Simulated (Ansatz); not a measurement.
**Cl₂H₂NNbS: up Jacob's ladder to CCSD(T)**

One table from this session's results is given with a row withheld; the runs are named, their logs left out.

Method: functionals in def2-TZVPP, the program's frozen cores in correlated methods; program: Ansatz 0.2.0, Gaussian basis.

Plan: LDA (SPW92), PBE-D4, revPBE-D4, BLYP-D4, r2SCAN-D4, B97M-V, PBE0-D4, B3LYP-D4, r2SCANh-D4, r2SCAN0-D4, HSE06-D4, BHLYP-D4, CAM-B3LYP-D4, LC-ωPBE, ωB97X-V, ωB97M-V, B2PLYP, PBE-QIDH; CCSD(T)/def2-SVP; CCSD(T)/def2-TZVPP; MP2/def2-QZVPP; extrapolation to the limit; RPA on PBE.

### Structure used throughout

All runs share one geometry, relaxed beforehand with PBE0-D4 in a triple-zeta def2 set. Nb takes the def2 core potential; no spin-orbit term is included.

SMILES `[NH2][Nb](=[S])([Cl])[Cl]`, 7 atoms, charge 0, spin multiplicity 1.

Atoms are counted from 1 here; the program's logs count them from 0.

Bond lengths: N1–Nb2 1.931 Å, N1–H6 1.013 Å, N1–H7 1.009 Å, Nb2–S3 2.125 Å, Nb2–Cl4 2.286 Å, Nb2–Cl5 2.286 Å. Angles: Nb2–N1–H6 121.8°, Nb2–N1–H7 127.0°, H6–N1–H7 111.2°, N1–Nb2–S3 104.7°, N1–Nb2–Cl4 109.5°, N1–Nb2–Cl5 109.5°, S3–Nb2–Cl4 111.0°, S3–Nb2–Cl5 111.0°, Cl4–Nb2–Cl5 111.0°.

Geometry (Å):

```
N    -0.6464    0.5420    0.8836
Nb    0.3876   -0.3313   -0.4935
S     1.6621   -1.6679    0.5568
Cl   -1.0147   -1.4689   -1.8955
Cl    1.6035    1.2284   -1.6403
H    -1.3457    1.2417    0.6641
H    -0.5853    0.3880    1.8791
```

Set-up of the first run:

Input file in.yaml:

```yaml
crystal:
  periodic: [false, false, false]
  atoms:
    - {symbol: N, position_ang: [-0.646368, 0.541977, 0.883625]}
    - {symbol: Nb, position_ang: [0.387573, -0.331260, -0.493539]}
    - {symbol: S, position_ang: [1.662140, -1.667856, 0.556811]}
    - {symbol: Cl, position_ang: [-1.014734, -1.468949, -1.895491]}
    - {symbol: Cl, position_ang: [1.603543, 1.228426, -1.640295]}
    - {symbol: H, position_ang: [-1.345679, 1.241685, 0.664072]}
    - {symbol: H, position_ang: [-0.585275, 0.387977, 1.879117]}
basis:
  gaussian: {orbitals: def2-TZVPP}
hamiltonian: {xc: lda}
output: {orbitals: {seedname: orbitals}}
```

Steps of the session up to this table: LDA; PBE-D4 (GGA); revPBE-D4 (GGA); BLYP-D4 (GGA); r2SCAN-D4 (meta-GGA); B97M-V (meta-GGA); PBE0-D4 (hybrid); B3LYP-D4 (hybrid); r2SCANh-D4 (hybrid); r2SCAN0-D4 (hybrid); HSE06-D4 (hybrid); BHLYP-D4 (hybrid); CAM-B3LYP-D4 (range-separated); LC-ωPBE-D4 (range-separated; the results give it without D4); ωB97X-V (range-separated); ωB97M-V (range-separated); B2PLYP (double hybrid); PBE-QIDH (double hybrid).

One table of the session follows, with a row left open; its other results are not shown here.

It belongs to the step «Frontier levels by functional». 

```
  functional  HOMO (eV)  LUMO (eV)  gap (eV)
 LDA (SPW92)      -7.02      -3.71      3.32
      PBE-D4      -6.87      -3.52      3.35
   revPBE-D4      -6.81      -3.45      3.36
     BLYP-D4      -6.68      -3.37      3.31
   r2SCAN-D4      -7.17      -3.47      3.70
      B97M-V      -7.20      -3.41      3.79
     PBE0-D4      -8.05      -2.80      5.25
    B3LYP-D4      -7.79      -2.97      4.82
  r2SCANh-D4      -7.60      -3.19      4.41
  r2SCAN0-D4      -8.25      -2.76      5.48
    HSE06-D4      -7.66      -3.18      4.48
    BHLYP-D4      -9.04      -1.88      7.16
CAM-B3LYP-D4      -9.28      -1.73      7.55
     LC-ωPBE     -10.64      -0.71      9.92
     ωB97X-V          ?          ?         ?
     ωB97M-V     -10.12      -0.75      9.37
```

Q: Estimate the row for ωB97X-V from the others.

The run gave: HOMO (eV): -10.29; LUMO (eV): -0.75; gap (eV): 9.54. In the column «HOMO (eV)» it lies between LC-ωPBE (-10.64) and ωB97M-V (-10.12).
